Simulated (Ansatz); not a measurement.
Predict the output of the script below (the Ansatz DFT code, driven from Python).

The script reads `cscdcl3.extxyz`:
```text
5
Lattice="5.2 0.0 0.0 0.0 5.2 0.0 0.0 0.0 5.2" Properties=species:S:1:pos:R:3 pbc="T T T"
Cs    0.00000000    0.00000000    0.00000000
Cd    2.60000000    2.60000000    2.60000000
Cl    0.00000000    2.60000000    2.60000000
Cl    2.60000000    0.00000000    2.60000000
Cl    2.60000000    2.60000000    0.00000000
```

`cscdcl3.py`:
```python
'''Band structure of CsCdCl3.'''

import warnings

import ansatz as az
import numpy as np

config = {
    'max_scf': 60,
    'smearing': 'fixed',
    'mesh': (4, 4, 4),
    'functional': 'pbesol',
    'n_empty': 10,
}

system = az.Crystal.from_extxyz('cscdcl3.extxyz')

# high-symmetry points in fractions of the reciprocal vectors
path = [
    ('G', (0.0, 0.0, 0.0)),
    ('X', (0.0, 0.5, 0.0)),
    ('M', (0.5, 0.5, 0.0)),
    ('G', (0.0, 0.0, 0.0)),
    ('R', (0.5, 0.5, 0.5)),
    ('X', (0.0, 0.5, 0.0)),
]
base = system.calculation()
base = base.scf(max_iterations=config['max_scf'])
base = base.occupations(config['smearing'])
base = base.kpoints(*config['mesh'])
base = base.functional(config['functional']).pseudopotentials('nc')
base = base.band_structure([point for _, point in path], intervals=10)
base = base.scf(extra_bands=config['n_empty']).density_of_states(energy_step=0.1, method='smearing', broadening_width=0.15)
with warnings.catch_warnings(record=True) as caught:
    warnings.simplefilter('always')
    out = base.run()
print('warnings raised:', sorted(w.category.__name__ for w in caught) or 'none')
summary = out.report

for key in ('converged', 'n_iterations', 'n_electrons', 'n_kpoints', 'n_pw', 'n_symmetry_ops', 'free_energy_ev', 'fermi_energy_ev'):
    print(f'{key:18s} {summary[key]}')

dos = out.density_of_states()
energy = np.asarray(dos.energies_ev) - dos.fermi_ev
states, count = np.asarray(dos.spin_summed_g_bin_mean_per_ev), np.asarray(dos.spin_summed_integrated)
g_fermi = float(np.interp(0.0, energy, states))
print(f'g(E_F) = {g_fermi:.3f} states/eV per cell')
for low, high in ((-10, -6), (-6, -3), (-3, 0), (0, 3)):
    print(f'states between {low} and {high} eV: {np.interp(high, energy, count) - np.interp(low, energy, count):.3f}')

bands = out.band_structure()
fermi = bands.fermi_energy_ev
print(f'zero of the bands: {fermi:.3f} eV, the Fermi level found on the SCF mesh')
levels = bands.channels[0].eigenvalues_ev - fermi
filled = round(summary['n_electrons']) // 2
valence, conduction = levels[:, filled - 1], levels[:, filled]
print('k (fractions)              top valence  bottom conduction (eV)')
for k, lo, hi in zip(bands.kpoints_frac, valence, conduction):
    print(f'{k[0]:7.3f} {k[1]:7.3f} {k[2]:7.3f} {lo:12.3f} {hi:13.3f}')
print(f'on this path: least direct gap {np.min(conduction - valence):.3f} eV, least gap {conduction.min() - valence.max():.3f} eV')
```

```console
$ python cscdcl3.py
warnings raised: ['DeckWarning', 'PlacementWarning']
converged          True
n_iterations       8
n_electrons        50.0
n_kpoints          10
n_pw               16519
n_symmetry_ops     48
free_energy_ev     -6746.468561021913
fermi_energy_ev    3.916975452886546
g(E_F) = 1.202 states/eV per cell
states between -10 and -6 eV: 10.391
states between -6 and -3 eV: 7.345
states between -3 and 0 eV: 16.095
states between 0 and 3 eV: 0.368
zero of the bands: 3.917 eV, the Fermi level found on the SCF mesh
k (fractions)              top valence  bottom conduction (eV)
  0.000   0.000   0.000       -0.588         1.688
  0.000   0.050   0.000       -0.592         1.746
  0.000   0.100   0.000       -0.604         1.910
  0.000   0.150   0.000       -0.624         2.163
  0.000   0.200   0.000       -0.651         2.485
  0.000   0.250   0.000       -0.684         2.856
  0.000   0.300   0.000       -0.721         3.255
  0.000   0.350   0.000       -0.760         3.656
  0.000   0.400   0.000       -0.798         4.019
  0.000   0.450   0.000       -0.833         4.285
  0.000   0.500   0.000       -0.850         4.386
  0.050   0.500   0.000       -0.839         4.405
  0.100   0.500   0.000       -0.805         4.463
  0.150   0.500   0.000       -0.719         4.562
  0.200   0.500   0.000       -0.628         4.704
  0.250   0.500   0.000       -0.523         4.892
  0.300   0.500   0.000       -0.376         5.128
  0.350   0.500   0.000       -0.231         5.408
  0.400   0.500   0.000       -0.112         5.720
  0.450   0.500   0.000       -0.035         6.024
  0.500   0.500   0.000       -0.009         6.180
  0.450   0.450   0.000       -0.059         5.888
  0.400   0.400   0.000       -0.171         5.347
  0.350   0.350   0.000       -0.270         4.757
  0.300   0.300   0.000       -0.348         4.162
  0.250   0.250   0.000       -0.417         3.580
  0.200   0.200   0.000       -0.478         3.029
  0.150   0.150   0.000       -0.526         2.526
  0.100   0.100   0.000       -0.561         2.101
  0.050   0.050   0.000       -0.581         1.801
  0.000   0.000   0.000       -0.588         1.688
  0.050   0.050   0.050       -0.585         1.853
  0.100   0.100   0.100       -0.575         2.271
  0.150   0.150   0.150       -0.552         2.824
  0.200   0.200   0.200       -0.515         3.440
  0.250   0.250   0.250       -0.460         4.077
  0.300   0.300   0.300       -0.390         4.697
  0.350   0.350   0.350       -0.306         5.239
  0.400   0.400   0.400       -0.202         5.607
  0.450   0.450   0.450       -0.068         5.756
  0.500   0.500   0.500        0.000         5.784
  0.450   0.500   0.450       -0.025         5.782
  0.400   0.500   0.400       -0.099         5.755
  0.350   0.500   0.350       -0.219         5.651
  0.300   0.500   0.300       -0.379         5.449
  0.250   0.500   0.250       -0.497         5.193
  0.200   0.500   0.200       -0.586         4.935
  0.150   0.500   0.150       -0.683         4.709
  0.100   0.500   0.100       -0.780         4.534
  0.050   0.500   0.050       -0.836         4.424
  0.000   0.500   0.000       -0.850         4.386
on this path: least direct gap 2.276 eV, least gap 1.688 eV
```

What to keep in mind:
- The settings weren't tested for convergence.
- Semilocal gaps usually lie well under measured ones.
- Under fixed occupations the level called the Fermi level is the highest filled one on the SCF mesh; off the mesh a filled band can lie a little above it.
- Only differences from the Fermi energy are physical; the zero of the scale is a convention.
- The crystal has a gap of about 1.69 eV on the mesh; any density of states at or just above the Fermi level is the tail of the broadening.
- The structure is a deposited one; some such entries were measured under pressure or heat, so a shift against it needn't be the functional's error alone.
- Gaps and levels are Kohn-Sham values on a finite set of k-points, without spin-orbit coupling.
- The density of states is complete only as far up as bands were computed.
- Wall time of the script: 35 s on 1 thread of Arm Neoverse V2 (shared host), peak memory 1 GiB.
